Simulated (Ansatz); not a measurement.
**CH₆AlBOS: one species, many methods**

An exercise on one series of results from a longer session: the logs are not shown, and one member is left open.

Computed with Ansatz 0.2.0, Gaussian basis. Level: functionals in def2-TZVPP, the program's frozen cores in correlated methods.

Plan: LDA (SPW92), PBE-D4, revPBE-D4, BLYP-D4, r2SCAN-D4, B97M-V, PBE0-D4, B3LYP-D4, r2SCANh-D4, r2SCAN0-D4, HSE06-D4, BHLYP-D4, CAM-B3LYP-D4, LC-ωPBE, ωB97X-V, ωB97M-V, B2PLYP, PBE-QIDH; CCSD(T)/def2-SVP; CCSD(T)/def2-TZVPP; MP2/def2-QZVPP; extrapolation to the limit; RPA on PBE.

### The geometry

The geometry comes from an earlier relaxation with PBE0-D4 in a triple-zeta def2 set; it is a stationary point, not always the lowest conformer.

11 atoms, charge 0, spin multiplicity 1.

Atoms are counted from 1 here; the program's logs count them from 0.

Bond lengths: O1–C2 1.485 Å, O1–H6 0.969 Å, C2–B3 1.559 Å, C2–H7 1.086 Å, C2–H8 1.088 Å, B3–Al4 2.111 Å, B3–H9 1.196 Å, Al4–S5 2.228 Å, Al4–H10 1.587 Å, S5–H11 1.345 Å. Angles: C2–O1–H6 109.2°, O1–C2–B3 67.5°, O1–C2–H7 107.7°, O1–C2–H8 111.4°, B3–C2–H7 121.5°, B3–C2–H8 123.8°, H7–C2–H8 112.3°, C2–B3–Al4 118.6°, C2–B3–H9 116.8°, Al4–B3–H9 124.3°, B3–Al4–S5 112.5°, B3–Al4–H10 135.5°, S5–Al4–H10 111.6°, Al4–S5–H11 95.9°.

The first run:

The input, in.yaml:

```yaml
crystal:
  periodic: [false, false, false]
  atoms:
    - {symbol: O, position_ang: [-0.897495, -0.823527, 0.847857]}
    - {symbol: C, position_ang: [-0.201529, 0.362687, 1.408724]}
    - {symbol: B, position_ang: [0.758757, -0.568470, 0.608704]}
    - {symbol: Al, position_ang: [1.054546, -0.190987, -1.447220]}
    - {symbol: S, position_ang: [-0.705720, 0.791863, -2.394897]}
    - {symbol: H, position_ang: [-1.363321, -0.566843, 0.038425]}
    - {symbol: H, position_ang: [-0.274322, 0.307239, 2.490390]}
    - {symbol: H, position_ang: [-0.613641, 1.288918, 1.014110]}
    - {symbol: H, position_ang: [1.348491, -1.400863, 1.233396]}
    - {symbol: H, position_ang: [2.159499, -0.571125, -2.521052]}
    - {symbol: H, position_ang: [-1.199866, 1.314008, -1.257836]}
basis:
  gaussian: {orbitals: def2-TZVPP}
hamiltonian: {xc: lda}
output: {orbitals: {seedname: orbitals}}
```

Among the steps run: LDA; PBE-D4 (GGA); revPBE-D4 (GGA); BLYP-D4 (GGA); r2SCAN-D4 (meta-GGA); B97M-V (meta-GGA); PBE0-D4 (hybrid); B3LYP-D4 (hybrid); r2SCANh-D4 (hybrid); r2SCAN0-D4 (hybrid); HSE06-D4 (hybrid); BHLYP-D4 (hybrid); CAM-B3LYP-D4 (range-separated); LC-ωPBE (range-separated); ωB97X-V (range-separated); ωB97M-V (range-separated); B2PLYP (double hybrid); PBE-QIDH (double hybrid).

One table of the session follows, with a row left open; its other results are not shown here.

It belongs to the step «Frontier levels by functional». 

| functional | HOMO (eV) | LUMO (eV) | gap (eV) |
| --- | --- | --- | --- |
| LDA (SPW92) | ? | ? | ? |
| PBE-D4 | -5.92 | -2.24 | 3.67 |
| revPBE-D4 | -5.87 | -2.15 | 3.72 |
| BLYP-D4 | -5.80 | -2.11 | 3.69 |
| r2SCAN-D4 | -6.14 | -2.01 | 4.13 |
| B97M-V | -6.19 | -2.13 | 4.06 |
| PBE0-D4 | -7.06 | -1.50 | 5.56 |
| B3LYP-D4 | -6.88 | -1.68 | 5.20 |
| r2SCANh-D4 | -6.57 | -1.75 | 4.82 |
| r2SCAN0-D4 | -7.20 | -1.37 | 5.84 |
| HSE06-D4 | -6.66 | -1.86 | 4.80 |
| BHLYP-D4 | -8.13 | -0.70 | 7.43 |
| CAM-B3LYP-D4 | -8.38 | -0.54 | 7.84 |
| LC-ωPBE | -9.70 | 0.51 | 10.21 |
| ωB97X-V | -9.36 | 0.40 | 9.76 |
| ωB97M-V | -9.15 | 0.16 | 9.31 |

**Question.** Estimate the row for LDA (SPW92).

As computed: HOMO (eV): -6.02; LUMO (eV): -2.46; gap (eV): 3.56. In the column «HOMO (eV)» it lies between r2SCAN-D4 (-6.14) and PBE-D4 (-5.92).
